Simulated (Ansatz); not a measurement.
**Cl2FH3O2Si2: up Jacob's ladder to CCSD(T)**

An exercise on one series of results from a longer session: the logs are not shown, and one member is left open.

Computed with Ansatz 0.2.0, Gaussian basis. Level: functionals in def2-TZVPP, the program's frozen cores in correlated methods.

Levels to be run: PBE-D4, r2SCAN-D4, PBE0-D4, B3LYP-D4, ωB97X-V, ωB97M-V, B2PLYP; CCSD(T)/def2-TZVPP; MP2/def2-QZVPP; extrapolation to the limit.

## The geometry

An earlier PBE0-D4 in a triple-zeta def2 set relaxation fixed the geometry.

SMILES `O[Si@@H](Cl)O[Si@H](F)Cl`, 10 atoms, charge 0, spin multiplicity 1.

Atoms are counted from 1 here; the program's logs count them from 0.

Bond lengths: O1–Si2 1.625 Å, O1–H8 0.959 Å, Si2–Cl3 2.030 Å, Si2–O4 1.632 Å, Si2–H9 1.471 Å, O4–Si5 1.612 Å, Si5–F6 1.586 Å, Si5–Cl7 2.027 Å, Si5–H10 1.466 Å. Angles: Si2–O1–H8 118.8°, O1–Si2–Cl3 106.0°, O1–Si2–O4 111.5°, O1–Si2–H9 113.3°, Cl3–Si2–O4 109.8°, Cl3–Si2–H9 109.5°, O4–Si2–H9 106.7°, Si2–O4–Si5 147.8°, O4–Si5–F6 108.3°, O4–Si5–Cl7 111.2°, O4–Si5–H10 110.1°, F6–Si5–Cl7 107.7°, F6–Si5–H10 108.9°, Cl7–Si5–H10 110.6°.

The first run:

in.yaml reads:

```yaml
crystal:
  periodic: [false, false, false]
  atoms:
    - {symbol: O, position_ang: [0.178935, -0.979113, -1.897202]}
    - {symbol: Si, position_ang: [-0.970965, -0.685952, -0.787068]}
    - {symbol: Cl, position_ang: [-1.315531, -2.456322, 0.143666]}
    - {symbol: O, position_ang: [-0.482433, 0.426486, 0.302471]}
    - {symbol: Si, position_ang: [0.698592, 0.984405, 1.247397]}
    - {symbol: F, position_ang: [1.761036, 1.726146, 0.332650]}
    - {symbol: Cl, position_ang: [1.653016, -0.530602, 2.198331]}
    - {symbol: H, position_ang: [0.545514, -0.242217, -2.389252]}
    - {symbol: H, position_ang: [-2.225984, -0.184598, -1.367913]}
    - {symbol: H, position_ang: [0.157819, 1.941757, 2.216929]}
basis:
  gaussian: {orbitals: def2-TZVPP}
hamiltonian: {xc: pbe, dispersion: d4}
output: {forces: true, orbitals: {seedname: orbitals}}
```

Started as:

```sh
> ansatz run in.yaml --threads 2 --pin off --events-out ev --progress --plain --max-ram 31744MiB --backend cuda --devices 0, --max-vram 18GiB
```

Among the steps run: PBE-D4 (GGA); r2SCAN-D4 (meta-GGA); PBE0-D4 (hybrid); B3LYP-D4 (hybrid); ωB97X-V (range-separated); ωB97M-V (range-separated); B2PLYP (double hybrid); CCSD(T) in def2-TZVPP; MP2 in def2-QZVPP.

One table of the session follows, with a row left open; its other results are not shown here.

It belongs to the step «Atomisation energies». 

```
            method  atomisation energy (kcal/mol)
            PBE-D4                          946.7
         r2SCAN-D4                          945.5
           PBE0-D4                          929.4
          B3LYP-D4                          930.8
           ωB97X-V                          945.7
           ωB97M-V                              ?
            B2PLYP                          927.1
     HF/def2-TZVPP                          692.5
    MP2/def2-TZVPP                          951.4
   CCSD/def2-TZVPP                          900.1
CCSD(T)/def2-TZVPP                          915.5
           MP2/CBS                          984.5
       CCSD(T)/CBS                          948.6
```

Q: Estimate the row for ωB97M-V from the others.

As computed: atomisation energy (kcal/mol): 946.4. In the column «atomisation energy (kcal/mol)» it lies between ωB97X-V (945.7) and PBE-D4 (946.7).
